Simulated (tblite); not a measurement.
# F2Ge2H6P2 ((GeH3)2PPF2): the cost of one run

Computed with tblite 0.8.0 and PySCF 2.14.0 and routines of our own; the level stands in each step. Atoms count from 0.

## 1. The starting structure

12 atoms, charge 0, multiplicity 1; geometry from: force field or distance geometry start.

## 2. Relaxing the molecule with GFN2-xTB

The job: settings as JSON, then the geometry in Å.

```
{"job": {"kind": "relax", "xc": "GFN2-xTB", "basis": "xTB"}, "charge": 0, "multiplicity": 1}
F      0.574200    -3.097200     1.056100
P      1.334900    -1.948900     0.057800
F      2.964200    -1.633500     0.513400
P      0.160100    -0.221900    -0.478100
Ge    -2.057300    -0.403900    -0.152100
Ge     1.059600     1.770300     0.043600
H     -2.772700     0.214600    -1.406700
H     -2.592800     0.365600     1.067800
H     -2.499100    -1.876700    -0.015600
H     -0.014400     2.773000     0.550900
H      1.638700     2.353300    -1.281500
H      2.205800     1.704600     1.077300
```

On the command line:

```
OMP_NUM_THREADS=1 python heavy_run.py task.json out
```

The driver reads the jobs from task.json and runs them one after another.

Q: Estimate the wall time and peak memory of this first job on 1 thread of Arm Neoverse N1, shared host.

About 3 s, with a peak of 0.18 GiB.
